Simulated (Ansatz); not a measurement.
## RbMgSbO3 under changes of volume

One of the cells (21.499 Å³/atom); the others are scaled copies at fixed shape and fractional positions:

```
Sb Rb Mg O
1.0
     3.14301    1.81462    3.76959
    -3.14301    1.81462    3.76959
     0.00000   -3.62923    3.76959
Sb Rb Mg O
1 1 1 3
Direct
  0.57013 0.57013 0.57013
  0.89528 0.89528 0.89528
  0.31854 0.31854 0.31854
  0.49465 0.96726 0.49465
  0.96726 0.49465 0.49465
  0.49465 0.49465 0.96726
```

The cell comes from a database or a generator and needn't be the stable form of this composition.

- Program: Ansatz 0.2.0
- Functional: PBE
- Potentials or basis: Ansatz PAW
- Cutoff: 420 eV (not typed: the program's choice for these potentials)
- k mesh: 6 × 6 × 6
- Occupations: fermi-dirac, width 0.05 eV
- Spin: no spin polarisation

```tsv
volume (Å³/atom)	energy over the lowest point (meV/atom)	pressure (GPa)	gap on the mesh (eV)	largest force (eV/Å)
20.209	?	?	?	?
20.639	12.70	3.9	2.77	0.664
21.069	4.48	2.3	2.80	0.259
21.499	0.41	0.8	2.82	0.115
21.929	0.00	-0.5	2.84	0.462
22.359	2.97	-1.7	2.83	0.781
22.789	8.88	-2.7	2.80	1.077
```

Q: What does the run at 20.209 Å³/atom give?

A: Energy over the lowest point 25.49 meV/atom; pressure 5.7 GPa; gap on the mesh 2.74 eV; largest force 1.104 eV/Å.

Worked out: A Birch-Murnaghan fit of order 3 (a polynomial in V^(-2/3)) to the other rows has its minimum at 21.76 Å³/atom with B0 = V·E''(V) = 65 GPa and B' = 4.5 at fixed shape and positions, which overstates the stiffness. It gives 25.52 meV/atom at 20.209 Å³/atom, against the run's 25.49, and -dE/dV = 5.7 GPa, against 5.7. A parabola through the other rows of the gap, of slope 3.04 eV per unit of ln V there, extrapolates to 2.71 eV, against the run's 2.74.

Energies are extrapolated to zero smearing.

Caveats: spin-orbit coupling is left out, which moves the levels of the heavy elements; forces of over 1 eV/Å show positions far from the minimum, so gaps and moduli don't describe the material at rest (some runs).

A mesh can miss the band edges.
